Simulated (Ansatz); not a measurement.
# C₃H₈SSi, SMILES [SiH3]C1(S)CC1: a geometry optimisation

With Ansatz's Python interface.

Typed at the interpreter:
```pycon
>>> from dataclasses import dataclass
>>> import ansatz as az
>>> import numpy as np
>>> import pandas as pd
>>> @dataclass(frozen=True)
... class RunConfig:
...     basis: str = 'def2-SVP'
...     functional: str = 'pbe0'
...
>>> settings = RunConfig()
>>> geometry_ang = [
...     ('Si', (-1.6887, 0.3675, -0.3893)),
...     ('C', (-0.0927, -0.2347, 0.3283)),
...     ('S', (-0.3272, -1.2119, 1.7453)),
...     ('C', (1.0878, -0.5435, -0.6582)),
...     ('C', (1.116, 0.6693, 0.1871)),
...     ('H', (-2.4512, 1.2872, 0.5782)),
...     ('H', (-2.5862, -0.715, -0.8049)),
...     ('H', (-1.4177, 1.2503, -1.6162)),
...     ('H', (0.9986, -1.4735, 2.0476)),
...     ('H', (0.8542, -0.4111, -1.6951)),
...     ('H', (1.6801, -1.3752, -0.4192)),
...     ('H', (1.0384, 1.6487, -0.2684)),
...     ('H', (1.8088, 0.7073, 0.9796)),
... ]
>>> mol = az.Crystal.molecule()
>>> for symbol, xyz in geometry_ang:
...     mol = mol.atom(symbol, xyz)
...
>>> calculation = (
...     mol.calculation()
...     .basis(gaussian=settings.basis)  # atom-centred Gaussian functions
...     .functional(settings.functional)  # level of theory
...     .scf(lower_state_search='standard')  # control of the self-consistency loop
... )
>>> symbols = [site.symbol for site in mol.cartesian_sites]
>>> start = np.array([site.position_ang for site in mol.cartesian_sites], dtype=float)
>>> rep = calculation.relax(force_tolerance=0.02).run().report

>>> end = np.array(rep['positions_ang'])
>>> print(f'E = {rep["free_energy_ev"]:.6f} eV = {rep["free_energy_ev"] / 27.211386246:.7f} Ha')
E = -21934.180811 eV = -806.0662773 Ha
>>> print('converged:', rep['converged'], ' doubts:', rep['published_state_doubts'] or 'none')
converged: True  doubts: none
>>> print('bond        before    after (A)')
bond        before    after (A)
>>> for i, j in [(0, 1), (0, 5), (0, 6), (0, 7), (1, 2), (1, 3), (1, 4), (2, 8), (3, 4), (3, 9), (3, 10), (4, 11), (4, 12)]:
...     d0, d1 = (np.linalg.norm(xyz[i] - xyz[j]) for xyz in (start, end))
...     print(f'{symbols[i]}{i}-{symbols[j]}{j}'.ljust(10), f'{d0:8.4f} {d1:8.4f}')
...
Si0-C1       1.8506   1.8831
Si0-H5       1.5373   1.4932
Si0-H6       1.4663   1.4934
Si0-H7       1.5356   1.4957
C1-S2        1.7372   1.8049
C1-C3        1.5691   1.5078
C1-C4        1.5160   1.5077
S2-H8        1.3848   1.3528
C3-C4        1.4786   1.4997
C3-H9        1.0711   1.0953
C3-H10       1.0486   1.0942
C4-H11       1.0829   1.0954
C4-H12       1.0533   1.0943
>>> charges = rep['charge_distribution']
>>> table = pd.DataFrame({'atom': symbols, 'mulliken': charges['mulliken_charges_e'], 'lowdin': charges['lowdin_charges_e']})
>>> table.round(3)
   atom  mulliken  lowdin
0    Si     0.457   0.329
1     C    -0.536  -0.393
2     S    -0.030   0.280
3     C    -0.021  -0.016
4     C    -0.026  -0.016
5     H    -0.056  -0.071
6     H    -0.057  -0.071
7     H    -0.078  -0.072
8     H     0.068  -0.037
9     H     0.074   0.020
10    H     0.065   0.014
11    H     0.074   0.020
12    H     0.065   0.013
>>> print('dipole (e A):', np.round(charges['dipole_moment_e_ang'], 4) + 0.0)
dipole (e A): [ 0.3229  0.0908 -0.1449]
```

Notes:
- The settings weren't tested for convergence.
- The end point is the stationary point reached from this start; no frequency run checks that it is a minimum, and the basis set is modest.
- The Löwdin charges here are taken after orthogonalising the functions within each atom; they differ from plain Löwdin charges, and their signs can be unphysical.
- It ran for 45 s on 1 thread of Arm Neoverse V2, on a shared host, peak memory 0.4 GiB.

(Lines on the test bed's own set-up are left out of the output.)
